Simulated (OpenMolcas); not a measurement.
# CH3BO2 (SMILES BC(=O)O) at revTPSS/3-21G

What is the electrostatic solvation energy at fixed shape (C-PCM, methanol) of CH3BO2 at revTPSS/3-21G? 

The results are computed with OpenMolcas 26.06.

10 further runs of the same task are left out: 10 set aside as unsound or not needed.

### Step 1. The molecule

CH3BO2: 7 atoms, total charge 0, spin state singlet. As SMILES, `BC(=O)O`. Geometry: relaxed at GFN2-xTB. This is one conformer, not always the lowest.

Bond lengths: B1–C2 1.578 Å, C2–O3 1.211 Å, C2–O4 1.343 Å, B1–H5 1.163 Å, B1–H6 1.164 Å, O4–H7 0.973 Å. Angles: B1–C2–O3 121.5°, B1–C2–O4 117.3°, O3–C2–O4 121.2°, C2–B1–H5 118.8°, C2–B1–H6 118.9°, C2–O4–H7 110.3°, H5–B1–H6 122.1°.

### Step 2. The energy at revTPSS/3-21G

The input, test.input:

```
&GATEWAY
XBAS
B.3-21G
C.3-21G
O.3-21G
H.3-21G
End of Basis
ZMAT
B1
C2 1 1.577641
O3 2 1.210906 1 121.54945
O4 2 1.342761 3 121.19267 1 -179.79662
H5 1 1.163045 2 118.81608 3 -88.02046
H6 1 1.163552 5 122.05776 2 -174.70401
H7 4 0.973466 2 110.25998 3 -0.21047
End of ZMAT
&SEWARD
&SCF
KSDFT
2
1.0 MGGA_X_REVTPSS
1.0 MGGA_C_REVTPSS
PrOrbitals
1 2
```

Command:

```bash
export MOLCAS_MEM=1860
pymolcas test.input > test.log
```

The program printed:

```text
--- Start Module: gateway ---
[...]
--- Stop Module: gateway /rc=_RC_ALL_IS_WELL_ ---
--- Start Module: seward ---
[...]
      Basis functions           42
--- Stop Module: seward /rc=_RC_ALL_IS_WELL_ ---
--- Start Module: scf ---
[...]
       Convergence after  15 Iterations
[...]
::    Total KS-DFT energy                            -213.9439854750
[...]
      Total spin, S                                     0.0000000000
[...]
      Total electronic charge=   30.000000
      Total            charge=   -0.000000
[...]
      Dipole Moment (debye):
      Origin of the operator (angstrom)=   -0.0617    0.0012    1.5756
                   X= -1.1385E+00               Y= -1.9770E-03               Z=  3.5781E-01           Total=  1.1934E+00
      Quadrupole Moment (debye*angstrom):
[...]
--- Stop Module: scf /rc=_RC_ALL_IS_WELL_ ---
[...]
```

It took 4.8 s on 1 thread of Arm Neoverse V2, shared host; peak memory 0.38 GiB.

### Step 3. A single-point energy at revTPSS/3-21G (C-PCM methanol)

The input, test.inp:

```
&GATEWAY
XBAS
B.3-21G
C.3-21G
O.3-21G
H.3-21G
End of Basis
ZMAT
B1
C2 1 1.577641
O3 2 1.210906 1 121.54945
O4 2 1.342761 3 121.19267 1 -179.79662
H5 1 1.163045 2 118.81608 3 -88.02046
H6 1 1.163552 5 122.05776 2 -174.70401
H7 4 0.973466 2 110.25998 3 -0.21047
End of ZMAT
RF-Input
PCM-Model
Solvent=methanol
Conductor
End of RF-Input
&SEWARD
&SCF
KSDFT=2
1.0 MGGA_X_REVTPSS
1.0 MGGA_C_REVTPSS
PrOrbitals=1 2
```

Command:

```bash
export MOLCAS_MEM=800
pymolcas test.inp > test.log
```

The program printed:

```text
--- Start Module: gateway ---
[...]
--- Stop Module: gateway /rc=_RC_ALL_IS_WELL_ ---
--- Start Module: seward ---
[...]
      Basis functions           42
--- Stop Module: seward /rc=_RC_ALL_IS_WELL_ ---
--- Start Module: scf ---
[...]
       Convergence after  15 Iterations
[...]
::    Total KS-DFT energy                            -213.9555879119
[...]
      Total spin, S                                     0.0000000000
[...]
      Total electronic charge=   30.000000
      Total            charge=   -0.000000
[...]
      Dipole Moment (debye):
      Origin of the operator (angstrom)=   -0.0617    0.0012    1.5756
                   X= -1.4418E+00               Y= -3.5767E-03               Z=  4.0603E-01           Total=  1.4978E+00
      Quadrupole Moment (debye*angstrom):
[...]
--- Stop Module: scf /rc=_RC_ALL_IS_WELL_ ---
[...]
```

Run time: 5.7 s. Hardware: 1 thread of Arm Neoverse V2, shared host; peak memory 0.24 GiB.

### Step 4. Outcome

At revTPSS/3-21G:

| quantity | value |
| --- | --- |
| gas phase: total energy | -213.94399 Eh |
| gas phase: dipole moment | 1.19 D |
| gas phase: HOMO energy | -6.21 eV |
| gas phase: LUMO energy | -2.64 eV |
| gas phase: HOMO–LUMO gap | 3.57 eV |
| C-PCM, methanol: total energy | -213.95559 Eh |
| C-PCM, methanol: dipole moment | 1.50 D |
| C-PCM, methanol: HOMO energy | -5.96 eV |
| C-PCM, methanol: LUMO energy | -2.27 eV |
| C-PCM, methanol: HOMO–LUMO gap | 3.69 eV |
| energy change from gas to solvent at fixed shape | -0.316 eV |

**Reading.** The solvent model (C-PCM, methanol) lowers the energy by 0.32 eV (−7.3 kcal/mol) at the same shape. It holds the electrostatic part alone, without cavity or dispersion terms. Mulliken charges (gas phase) run from -0.53 on O4 to +0.35 on H7; they depend strongly on the basis. Mulliken charges (C-PCM, methanol) run from -0.56 on O4 to +0.40 on H7; they depend strongly on the basis.
